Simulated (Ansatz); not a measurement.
# BiP (NiAs type): other levels of theory at one geometry

Task: rerun one cell of BiP (NiAs type) with changes to the functional and spin–orbit coupling, and weigh what each level gives against its time. The start comes from a prototype table, not from a measured structure.

Computed with Ansatz 0.2.0 (DFT at several levels, plane waves, PAW, unless a step's input says otherwise).

2 further runs of the same task are left out: 1 that didn't finish, 1 set aside as unsound or not needed. Runs told in other sessions of the task aren't counted.

## 1. The structure to begin with

The structure is hexagonal, space group P6_3/mmc (No. 194). The conventional cell has a = 4.050 Å, b = 4.050 Å, c = 7.216 Å, α = 90.00°, β = 90.00°, γ = 120.00°. Bi (site symmetry -3m) has 6 P at 2.95 Å in its first shell of neighbours. Around P (site symmetry -6m2) lie 6 Bi at 2.95 Å.

As a file:

```cif
data_structure
_symmetry_space_group_name_H-M 'P 1'
_symmetry_Int_Tables_number 1
_cell_length_a 4.0499
_cell_length_b 4.0499
_cell_length_c 7.2165
_cell_angle_alpha 90.000
_cell_angle_beta 90.000
_cell_angle_gamma 120.000
_cell_volume 102.50
loop_
_atom_site_label
_atom_site_type_symbol
_atom_site_fract_x
_atom_site_fract_y
_atom_site_fract_z
_atom_site_occupancy
Bi1 Bi 0.00000 0.00000 0.00000 1
Bi2 Bi 0.00000 0.00000 0.50000 1
P1 P 0.33333 0.66667 0.25000 1
P2 P 0.66667 0.33333 0.75000 1
```

An earlier run at PBE left this cell at 25.626 Å³/atom and -0.01 GPa (10×10×6 mesh), a metal on this mesh.

Levels to run: PBE+SOC; r²SCAN; PBEsol; LDA. Hardware: 2 threads of Arm Neoverse V1, shared host.

## 2. PBE+SOC

input.yaml reads:

```yaml
crystal:
  lattice:
    - [4.0498966654, 0.0, 0.0]
    - [-2.0249483327, 3.507313395, 0.0]
    - [0.0, 0.0, 7.2164800216]
  atoms:
    - { symbol: Bi, position: [0.0, 0.0, 0.0] }
    - { symbol: Bi, position: [0.0, 0.0, 0.5] }
    - { symbol: P, position: [0.3333333333, 0.6666666667, 0.25] }
    - { symbol: P, position: [0.6666666667, 0.3333333333, 0.75] }
basis:
  ecutwfc: 420
  ecutrho_ratio: 4
kpoints:
  mp_grid: { grid: [10, 10, 6] }
hamiltonian:
  xc: pbe
scf:
  occupations: { method: gaussian, width: 0.05 }
output:
  forces: true
  stress: true
  eigenvalues: true
  populations: true
  dos: { projected: true, de: 0.02 }
  write_density: true
  write_potential: true
  elf: true
  volumetric_format: npy
magnetization:
  noncollinear: true
  spin_orbit: true
```

Launch:

```bash
ansatz run input.yaml --threads 2 --pin off --max-ram 2662MiB --backend cpu --events-out ev --progress --plain --runs-dir out
```

After this run come: r²SCAN; PBEsol; LDA.

**Question.** What will these runs give? Wanted: for each run, pressure.

The runs gave:

| level | mesh | gap on the mesh (eV) | pressure (GPa) | time |
| --- | --- | --- | --- | --- |
| PBE | 10×10×6 | metal | 0.0 | 29 s* |
| LDA | 10×10×6 | metal | -4.2 | 4.5 s |
| PBEsol | 10×10×6 | metal | -2.9 | 4.5 s |
| PBE+SOC | 10×10×6 | metal | 0.6 | 39 s* |
| r²SCAN | 10×10×6 | metal | -1.0 | 13 s |

Times are on 2 threads of Arm Neoverse V1, shared host. * Includes bands or densities of states.

The pressure runs from -4.2 GPa (LDA) to 0.6 GPa (PBE+SOC); a negative pressure means that level wants a smaller cell, a positive one a larger cell. Every level gives a metal. Total energies of different levels have different zeros and can't be compared.
